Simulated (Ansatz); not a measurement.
# SnO2 (Cassiterite): optical response by level

How does SnO2 (Cassiterite) absorb light if electrons and holes don't interact? Plan: HSE06 for the gap; optics with PBE on 6×6×8; optics with r2SCAN on 6×6×8; optics with LDA on 6×6×8; optics with PBE and scissors to the HSE06 gap on 6×6×8; optics with PBE with spin-orbit coupling on 4×4×6.

Method: plane waves, PAW; no local fields, no excitons, in Ansatz 0.2.0.

1 further run of the same task is left out (it didn't finish).

## Step 1: The starting structure

Symmetry: P4_2/mnm, No. 136, tetragonal system. The conventional cell has a = 4.760 Å, b = 4.760 Å, c = 3.200 Å, α = 90.00°, β = 90.00°, γ = 90.00°. Sn (site symmetry mmm) has 6 O at 2.06 to 2.07 Å as nearest neighbours. O (site symmetry m2m) has 3 Sn at 2.06 to 2.07 Å as nearest neighbours.

Structure file:

```
CELL_PARAMETERS angstrom
4.76049 0.00000 0.00000
0.00000 4.76049 0.00000
0.00000 0.00000 3.20016
ATOMIC_POSITIONS crystal
Sn 0.00000 0.00000 0.00000
Sn 0.50000 0.50000 0.50000
O 0.30588 0.30588 0.00000
O 0.19412 0.80588 0.50000
O 0.69412 0.69412 0.00000
O 0.80588 0.19412 0.50000
```

Cell and atoms come from an earlier r2SCAN relaxation. Spin-orbit coupling, which matters for Sn, is in the runs so named alone.

## Step 2: The gap to aim at

The input, input.yaml:

```yaml
crystal:
  lattice:
    - [4.7604949051, 0.0, 0.0]
    - [0.0, 4.7604949051, 0.0]
    - [0.0, 0.0, 3.2001628086]
  atoms:
    - { symbol: Sn, position: [0.0, 0.0, 0.0] }
    - { symbol: Sn, position: [0.5, 0.5, 0.5] }
    - { symbol: O, position: [0.3058809152, 0.3058809152, 0.0] }
    - { symbol: O, position: [0.1941190848, 0.8058809152, 0.5] }
    - { symbol: O, position: [0.6941190848, 0.6941190848, 0.0] }
    - { symbol: O, position: [0.8058809152, 0.1941190848, 0.5] }
kpoints:
  mp_grid: { grid: [4, 4, 4] }
  band_path:
    path:
      - [0.0, 0.0, 0.0]
      - [0.0, 0.5, 0.0]
      - [0.5, 0.5, 0.0]
      - [0.0, 0.0, 0.5]
      - [0.0, 0.5, 0.5]
      - [0.5, 0.5, 0.5]
    npoints: 1
hamiltonian:
  xc: hse06
scf:
  occupations: { method: fixed }
  n_extra_bands: 5
output:
  forces: true
  stress: true
  eigenvalues: true
```

Launch:

```sh
ansatz run input.yaml --threads 4 --pin off --max-ram 5529MiB --backend cpu --events-out ev --progress --plain --runs-dir out
```

Further steps of the session: Optics, PBE; Optics, r2SCAN; Optics, LDA; Optics, PBE with a scissors shift; Optics, PBE with spin-orbit coupling.

Q: Predict the results of all the runs planned. Wanted: ε∞, PBE; ε∞, r2SCAN; ε∞, LDA; ε∞, PBE with spin-orbit coupling; tallest peak of ε₂, PBE; tallest peak of ε₂, r2SCAN; tallest peak of ε₂, LDA; tallest peak of ε₂, PBE with spin-orbit coupling; HSE06 direct gap.

As calculated:

```
                                        quantity                     value
                                         ε∞, PBE  4.52 (xx, yy), 4.82 (zz)
                                      ε∞, r2SCAN  3.96 (xx, yy), 4.28 (zz)
                                         ε∞, LDA  4.70 (xx, yy), 5.00 (zz)
                      ε∞, PBE + 1.74 eV scissors  3.86 (xx, yy), 4.16 (zz)
                ε∞, PBE with spin-orbit coupling  4.26 (xx, yy), 4.57 (zz)
                         tallest peak of ε₂, PBE            5.2 at 9.70 eV
                      tallest peak of ε₂, r2SCAN           4.9 at 10.55 eV
                         tallest peak of ε₂, LDA            5.4 at 9.45 eV
      tallest peak of ε₂, PBE + 1.74 eV scissors           5.2 at 11.45 eV
tallest peak of ε₂, PBE with spin-orbit coupling            5.0 at 9.70 eV
                                HSE06 direct gap                   2.84 eV
```

What this shows: From LDA to PBE + 1.74 eV scissors the direct gap grows from 0.95 to 2.84 eV, and ε∞ goes from 4.80 to 3.96 (mean of the axes): a wider gap screens less. Spin-orbit coupling moves the direct gap by +0.01 eV; ε∞ doesn't compare between these two runs, as the bands summed differ. The meshes differ between the runs, and peak heights and places move with the mesh, so part of any difference isn't the level's. The response is anisotropic: with PBE ε∞ is 4.52 (xx, yy), 4.82 (zz). Local fields and excitons are left out: both change ε∞, and without excitons the onset lacks its lines.
